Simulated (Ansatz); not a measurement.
Runs of Ansatz 0.2.0 on Cs3Pt. The structure is cubic, space group Pm-3m (No. 221). The conventional cell has a = 5.778 Å, b = 5.778 Å, c = 5.778 Å, α = 90.00°, β = 90.00°, γ = 90.00°. Around Pt (site symmetry m-3m) lie 12 Cs at 4.09 Å. Cs (site symmetry 4/mmm) is surrounded by 4 Pt at 4.09 Å and 8 Cs at 4.09 Å. The cell comes from a database or a generator and needn't be the stable form of this composition.

| task | level | cutoff (eV) | smearing | points for each segment of the path | gap on the mesh (eV) | pressure (GPa) |
| --- | --- | --- | --- | --- | --- | --- |
| band structure | r2SCAN | 500 | methfessel-paxton 0.2 eV | 14 | none | -0.8 |
| single point | PBE | 420 | gaussian 0.05 eV | - | none | -0.2 |
| single point | PBE | 420 | fermi-dirac 0.05 eV | - | none | -0.2 |
| single point | PBEsol | 420 | gaussian 0.05 eV | - | none | (a) |

Alike in all rows: potentials or basis Ansatz PAW; no spin polarisation; cell as given; k mesh 5 × 5 × 5.

**Question.** Fill in the values left out.

**Answer.** (a) -1.3.

Caveats: the PAW data sets come from PBE, with cores solved anew for the run's functional, which leaves a small shift of forces and pressure (some runs).

A k mesh can miss the band edges, and the runs leave out spin-orbit coupling on Cs, Pt.

A gap of «none» marks a metal or a gap under the smearing width.

Not every run made on this cell is shown here.
